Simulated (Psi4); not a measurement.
# C2H6BF (SMILES CB(C)F), step by step

We compute a series of 10 runs (PBE-D4/def2-SVP, PBE0-D4/def2-TZVP, PBE-D4/def2-TZVPP, r2SCAN-D4/def2-TZVPP, B3LYP-D4/def2-TZVPP, PBE0-D4/def2-TZVPP, wB97M-V/def2-TZVPP, CCSD(T)/def2-TZVPP, and more) of C2H6BF. 

The calculation is run with Psi4 1.11.

### 1 Starting point

C2H6BF: 10 atoms, total charge 0, spin state singlet. As SMILES, `CB(C)F`. Geometry: relaxed at GFN2-xTB, rattled. The run starts from this shape.

Bond lengths: C1–B2 1.538 Å, B2–C3 1.659 Å, B2–F4 1.354 Å, C1–H5 1.102 Å, C1–H6 1.007 Å, C1–H7 1.155 Å, C3–H8 1.118 Å, C3–H9 1.109 Å, C3–H10 1.093 Å. Some angles: C1–B2–C3 121.5°, C1–B2–F4 119.1°, C3–B2–F4 119.5°, B2–C1–H5 117.6°, B2–C1–H6 114.5°, B2–C1–H7 114.2°, B2–C3–H8 106.8°, B2–C3–H9 110.1°, B2–C3–H10 110.0°, H5–C1–H6 105.6°.

### 2 A geometry optimisation at PBE-D4/def2-SVP (density fitting) (run 1)

Contents of c2h6bf.dat:

```
memory 4400 mb

molecule {
  0 1
  C     -0.752683     0.994706    -0.531546
  B     -0.116036    -0.400759    -0.420987
  C      0.873451    -0.802929     0.848967
  F     -0.391823    -1.326228    -1.369676
  H     -0.080418     1.851447    -0.699146
  H     -1.330778     1.252891     0.251020
  H     -1.445637     1.127775    -1.445488
  H      1.780673    -0.154704     0.769040
  H      1.229141    -1.847405     0.740094
  H      0.367758    -0.599189     1.795900
  symmetry c1
}

set {
  basis def2-SVP
  scf_type df
  geom_maxiter 60
  max_force_g_convergence 0.0005
}

e_tot, wfn = optimize("pbe-d4", return_wfn=True)
```

The run is started by

```bash
$ psi4 c2h6bf.dat c2h6bf.out -n 2
```

c2h6bf.out:

```text
[...]
  Running in c1 symmetry.
[...]
  Nuclear repulsion =  109.444077030894178
[...]
  Multiplicity = 1
[...]
  Nalpha       = 16
  Nbeta        = 16
[...]
    Number of basis functions: 86
[...]
   @DF-RKS iter   1:  -203.62837583486049   -1.57266e-01   1.18134e-02 DIIS/ADIIS
[...]
   @DF-RKS iter   7:  -204.18596813933917   -3.24007e-12   8.29367e-09 DIIS
[...]
  @DF-RKS Final Energy:  -204.18596813933917
   => Energetics <=
    Nuclear Repulsion Energy =            110.1003222647702842
    One-Electron Energy =                -496.8598644110697364
    Two-Electron Energy =                 209.8893856368183037
    DFT Exchange-Correlation Energy =     -27.3109243850442169
    Empirical Dispersion Energy =          -0.0048872448137979
    VV10 Nonlocal Energy =                  0.0000000000000000
    Total Energy =                       -204.1859681393391668
[...]
 Multipole Moments:
 ------------------------------------------------------------------------------------
     Multipole            Electronic (a.u.)      Nuclear  (a.u.)        Total (a.u.)
 ------------------------------------------------------------------------------------
 L = 1.  Multiply by 2.5417464519 to convert [e a0] to [Debye]
 Dipole X            :         -1.0940261            1.2019339            0.1079078
 Dipole Y            :         -4.2966365            4.6739632            0.3773267
 Dipole Z            :         -4.3846398            4.7585225            0.3738827
 Magnitude           :                                                    0.5420404
[...]
  -Total Gradient:
     Atom            X                  Y                   Z
    ------   -----------------  -----------------  -----------------
       1        0.000119331304     0.000014770047    -0.000182393365
       2        0.000046383914    -0.000082240356     0.000111279351
       3        0.000216874746     0.000023404850    -0.000326412203
       4       -0.000057864868     0.000008150379     0.000015620241
       5       -0.000028533874     0.000006481553     0.000013809998
       6       -0.000035440267     0.000027713798     0.000122860227
       7       -0.000009018201    -0.000035635482     0.000047586782
       8       -0.000077932944     0.000058370404     0.000108605987
       9       -0.000080921833    -0.000004076127     0.000062194187
      10       -0.000097987497    -0.000024557266     0.000027646488
[...]
```

The script printed:

```text
Optimizer: Optimization complete!
```

Wall time 20 s (2 threads of Intel Xeon 6975P-C (Granite Rapids), shared host); peak memory 0.77 GiB.

The path in brief:

```tsv
step	energy from the first frame kept (eV)	largest force (eV/Å)
0	0.0000	5.0578
1	-0.3972	1.1761
2	-0.4338	0.2113
3	-0.4315	0.4079
4	-0.4372	0.0454
5	-0.4375	0.0202
```

After the run. Bond lengths: C1–B2 1.575 Å, B2–C3 1.575 Å, B2–F4 1.348 Å, C1–H5 1.112 Å, C1–H6 1.111 Å, C1–H7 1.107 Å, C3–H8 1.113 Å, C3–H9 1.107 Å, C3–H10 1.111 Å. Some angles: C1–B2–C3 124.0°, C1–B2–F4 118.0°, C3–B2–F4 118.0°, B2–C1–H5 109.9°, B2–C1–H6 110.7°, B2–C1–H7 113.6°, B2–C3–H8 109.3°, B2–C3–H9 113.5°, B2–C3–H10 111.2°, H5–C1–H6 105.2°.

### 3 A structure relaxation at PBE0-D4/def2-TZVP (density fitting) (run 2)

Contents of input.in:

```
memory 4400 MB

molecule {
  C     -0.804280     1.000942    -0.549039
  B     -0.112625    -0.406111    -0.394928
  C      0.838930    -0.793502     0.798966
  F     -0.332278    -1.328040    -1.353663
  H     -0.030359     1.796418    -0.620799
  H     -1.394853     1.249225     0.359130
  H     -1.464307     1.074940    -1.434958
  H      1.763356    -0.176323     0.748075
  H      1.136813    -1.860002     0.799122
  H      0.375746    -0.547310     1.777961
  symmetry c1
}

set globals {
  scf_type                df
  geom_maxiter            50
  max_force_g_convergence 0.0002
}

e = optimize("pbe0-d4/def2-TZVP")
print_variables()
```

The run is started by

```bash
$ psi4 -n 2 input.in input.out
```

input.out:

```text
[...]
  Running in c1 symmetry.
[...]
  Nuclear repulsion =  110.100314674453941
[...]
  Multiplicity = 1
[...]
  Nalpha       = 16
  Nbeta        = 16
[...]
    Number of basis functions: 160
[...]
   @DF-RKS iter   1:  -204.00844204172992   -4.53269e-01   6.01372e-03 ADIIS/DIIS
[...]
   @DF-RKS iter   8:  -204.44689863190732   -1.10276e-11   5.41952e-09 DIIS
[...]
  @DF-RKS Final Energy:  -204.44689863190732
   => Energetics <=
    Nuclear Repulsion Energy =            111.1713090975135572
    One-Electron Energy =                -499.3498098573622315
    Two-Electron Energy =                 204.5604356231073666
    DFT Exchange-Correlation Energy =     -20.8247606388442463
    Empirical Dispersion Energy =          -0.0040728563217243
    VV10 Nonlocal Energy =                  0.0000000000000000
    Total Energy =                       -204.4468986319073167
[...]
 Multipole Moments:
 ------------------------------------------------------------------------------------
     Multipole            Electronic (a.u.)      Nuclear  (a.u.)        Total (a.u.)
 ------------------------------------------------------------------------------------
 L = 1.  Multiply by 2.5417464519 to convert [e a0] to [Debye]
 Dipole X            :         -0.7931138            0.8711268            0.0780130
 Dipole Y            :         -4.0230005            4.3888748            0.3658743
 Dipole Z            :         -4.3738619            4.7740871            0.4002251
 Magnitude           :                                                    0.5478414
[...]
  -Total Gradient:
     Atom            X                  Y                   Z
    ------   -----------------  -----------------  -----------------
       1       -0.000221972584    -0.000217517163    -0.000000126176
       2        0.000192511912     0.000343790446     0.000092391389
       3        0.000080325531    -0.000158210726    -0.000258592415
       4       -0.000003164066    -0.000067128611    -0.000017593009
       5        0.000097874997     0.000021082161    -0.000063911548
       6       -0.000042848079     0.000066397303     0.000022606112
       7       -0.000036899226     0.000096622014    -0.000002872300
       8        0.000076626787    -0.000002504262    -0.000021092686
       9       -0.000020833635     0.000002524827     0.000199821492
      10       -0.000117537867    -0.000067201281     0.000065124454
[...]
```

Standard output:

```text
Optimizer: Optimization complete!
```

Run time: 82 s. Hardware: 2 threads of Intel Xeon 6975P-C (Granite Rapids), shared host; peak memory 1.3 GiB.

Step by step:

```tsv
step	energy from the first frame kept (eV)	largest force (eV/Å)
0	0.0000	0.5363
1	-0.0326	0.1105
2	-0.0328	0.0361
3	-0.0328	0.0899
4	-0.0331	0.0659
5	-0.0339	0.1444
6	2.0746	8.6618
7	1.1729	6.8335
8	0.0926	2.8249
9	-0.0340	0.2496
10	-0.0370	0.4524
11	-0.0409	0.1052
12	-0.0413	0.0935
13	-0.0412	0.0641
14	-0.0417	0.0208
```

After the run. Bond lengths: C1–B2 1.562 Å, B2–C3 1.563 Å, B2–F4 1.338 Å, C1–H5 1.094 Å, C1–H6 1.098 Å, C1–H7 1.091 Å, C3–H8 1.098 Å, C3–H9 1.093 Å, C3–H10 1.091 Å. Some angles: C1–B2–C3 125.0°, C1–B2–F4 117.9°, C3–B2–F4 117.1°, B2–C1–H5 111.6°, B2–C1–H6 108.5°, B2–C1–H7 113.6°, B2–C3–H8 108.1°, B2–C3–H9 112.3°, B2–C3–H10 113.4°, H5–C1–H6 105.6°.

Runs 3 to 4 aren't shown in full; the table further down has their settings and results.

### 4 The energy at r2SCAN-D4/def2-TZVPP (density fitting) (run 5)

Contents of job.in:

```
memory 4400 mb

molecule {
  0 1
  C
  B 1 1.562475
  C 2 1.563483 1 125.00957
  F 2 1.337595 1 117.93695 3 -179.73795
  H 1 1.093787 2 111.62609 4 -138.07386
  H 1 1.0976 5 105.573 2 117.74941
  H 1 1.091064 5 109.37991 6 115.71664
  H 3 1.098121 2 108.08299 4 82.3773
  H 3 1.092642 8 106.37883 2 120.81972
  H 3 1.091415 9 109.42124 8 -115.0949
  symmetry c1
}

set {
  basis                def2-TZVPP
  scf_type             df
  dft_radial_points    99
  dft_spherical_points 590
}

energy('r2scan-d4')
```

The run is started by

```bash
$ psi4 job.in job.out -n 2
```

job.out:

```text
[...]
  Running in c1 symmetry.
[...]
  Nuclear repulsion =  111.171318949444952
[...]
  Multiplicity = 1
[...]
  Nalpha       = 16
  Nbeta        = 16
[...]
    Number of basis functions: 208
[...]
   @DF-RKS iter   1:  -203.99214074734181   -2.56589e-01   5.30217e-03 ADIIS/DIIS
[...]
   @DF-RKS iter   8:  -204.56884503305082   -1.39508e-07   9.05155e-07 DIIS
[...]
    Orbital Energies [Eh]
    ---------------------
    Doubly Occupied:
       1A    -24.476524     2A    -10.009373     3A    -10.009139
       4A     -6.664304     5A     -1.154750     6A     -0.683568
       7A     -0.656230     8A     -0.490582     9A     -0.416250
      10A     -0.415127    11A     -0.398409    12A     -0.367880
      13A     -0.362300    14A     -0.349842    15A     -0.347361
      16A     -0.275231
[...]
  @DF-RKS Final Energy:  -204.56884503305082
   => Energetics <=
    Nuclear Repulsion Energy =            111.1713189494449523
    One-Electron Energy =                -499.3584948766714433
    Two-Electron Energy =                 211.2014997749616896
    DFT Exchange-Correlation Energy =     -27.5819456409107637
    Empirical Dispersion Energy =          -0.0012232398752799
    VV10 Nonlocal Energy =                  0.0000000000000000
    Total Energy =                       -204.5688450330508203
[...]
 Multipole Moments:
 ------------------------------------------------------------------------------------
     Multipole            Electronic (a.u.)      Nuclear  (a.u.)        Total (a.u.)
 ------------------------------------------------------------------------------------
 L = 1.  Multiply by 2.5417464519 to convert [e a0] to [Debye]
 Dipole X            :          0.0062261           -0.0102639           -0.0040378
 Dipole Y            :          5.3391256           -5.8142718           -0.4751462
 Dipole Z            :          2.7607591           -3.0011886           -0.2404295
 Magnitude           :                                                    0.5325285
[...]
```

Wall time 33 s (2 threads of Intel Xeon 6975P-C (Granite Rapids), shared host); peak memory 2.5 GiB.

Runs 6 to 9 aren't shown in full; the table further down has their settings and results.

### 5 A single-point energy at MP2/def2-QZVPP (density fitting, density fitting for correlation) (run 10)

Contents of job.inp:

```
memory 4400 MB

molecule m {
  C
  B 1 1.562475
  C 2 1.563483 1 125.00957
  F 2 1.337595 1 117.93695 3 -179.73795
  H 1 1.093787 2 111.62609 4 -138.07386
  H 1 1.0976 5 105.573 2 117.74941
  H 1 1.091064 5 109.37991 6 115.71664
  H 3 1.098121 2 108.08299 4 82.3773
  H 3 1.092642 8 106.37883 2 120.81972
  H 3 1.091415 9 109.42124 8 -115.0949
  symmetry c1
}

set globals {
  scf_type df
  num_frozen_docc 4
}

energy("mp2/def2-QZVPP")
```

The run is started by

```bash
$ psi4 -i job.inp -o job.out -n 2
```

job.out:

```text
[...]
  Running in c1 symmetry.
[...]
  Nuclear repulsion =  111.171318949444952
[...]
  Multiplicity = 1
[...]
  Nalpha       = 16
  Nbeta        = 16
[...]
    Number of basis functions: 408
[...]
   @DF-RHF iter   1:  -203.34703056064905   -8.81957e-01   1.43062e-03 ADIIS/DIIS
[...]
   @DF-RHF iter  10:  -203.52722447337604   -1.24743e-10   6.47902e-09 DIIS
[...]
    Orbital Energies [Eh]
    ---------------------
    Doubly Occupied:
       1A    -26.279296     2A    -11.197976     3A    -11.197750
       4A     -7.638853     5A     -1.593344     6A     -0.973142
       7A     -0.937182     8A     -0.753797     9A     -0.677221
      10A     -0.659011    11A     -0.592287    12A     -0.557006
      13A     -0.541580    14A     -0.537392    15A     -0.533922
      16A     -0.454705
[...]
  @DF-RHF Final Energy:  -203.52722447337604
   => Energetics <=
    Nuclear Repulsion Energy =            111.1713189494449523
    One-Electron Energy =                -499.1481548106982586
    Two-Electron Energy =                 184.4496113878772974
    Total Energy =                       -203.5272244733760374
[...]
 Multipole Moments:
 ------------------------------------------------------------------------------------
     Multipole            Electronic (a.u.)      Nuclear  (a.u.)        Total (a.u.)
 ------------------------------------------------------------------------------------
 L = 1.  Multiply by 2.5417464519 to convert [e a0] to [Debye]
 Dipole X            :          0.0086805           -0.0102639           -0.0015834
 Dipole Y            :          5.2813026           -5.8142718           -0.5329692
 Dipole Z            :          2.7264364           -3.0011886           -0.2747522
 Magnitude           :                                                    0.5996227
[...]
```

Wall time 6.9 s (2 threads of Intel Xeon 6975P-C (Granite Rapids), shared host); peak memory 1.4 GiB.

### 6 The series

```tsv
run	level	geom maxiter	max force g convergence	energy (Eh)	dipole moment (D)	HOMO energy (eV)	LUMO energy (eV)	wall time
1	PBE-D4/def2-SVP (density fitting)	60	0.0005	-204.185968	1.38	-7.06	-0.91	20 s
2	PBE0-D4/def2-TZVP (density fitting)	50	0.0002	-204.446899	1.39	-8.69	0.12	82 s
3	PBE0-D4/def2-TZVP (density fitting)	–	–	-204.446899	1.39	–	–	5.5 min
4	PBE-D4/def2-TZVPP (density fitting)	–	–	-204.424916	1.30	-7.17	-0.95	15 s
5	r2SCAN-D4/def2-TZVPP (density fitting)	–	–	-204.568845	1.35	-7.49	-0.50	33 s
6	B3LYP-D4/def2-TZVPP (density fitting)	–	–	-204.699702	1.37	-8.49	-0.15	16 s
7	PBE0-D4/def2-TZVPP (density fitting)	–	–	-204.448891	1.39	-8.70	0.11	14 s
8	wB97M-V/def2-TZVPP (density fitting)	–	–	-204.588617	1.35	-11.11	1.93	35 s
9	CCSD(T)/def2-TZVPP (density fitting, density fitting for correlation)	–	–	-204.281553	–	-12.37	2.94	3.8 min
10	MP2/def2-QZVPP (density fitting, density fitting for correlation)	–	–	-204.282889	–	-12.37	2.53	6.9 s
```

### 7 Results

```
                                                           quantity          value
                               run 10, MP2/def2-QZVPP: total energy  -204.28289 Eh
        run 10, MP2/def2-QZVPP: HOMO energy (Hartree–Fock orbitals)      -12.37 eV
        run 10, MP2/def2-QZVPP: LUMO energy (Hartree–Fock orbitals)        2.53 eV
      run 10, MP2/def2-QZVPP: HOMO–LUMO gap (Hartree–Fock orbitals)       14.90 eV
run 10, MP2/def2-QZVPP: correlation energy (4 core orbitals frozen)     -755.7 mEh
```

What this shows: Over runs 3, 4, 5, 6, 7, 8 the dipole moment (its size) runs from 1.30 D (PBE-D4/def2-TZVPP) to 1.39 D (PBE0-D4/def2-TZVP). The two ends differ in method and basis. Over runs 4, 5, 6, 7, 8 the HOMO–LUMO gap runs from 6.23 eV (PBE-D4/def2-TZVPP) to 13.04 eV (wB97M-V/def2-TZVPP). Totals of different functionals can't be ranked against each other. All runs together took 13 min, the longest 5.5 min.
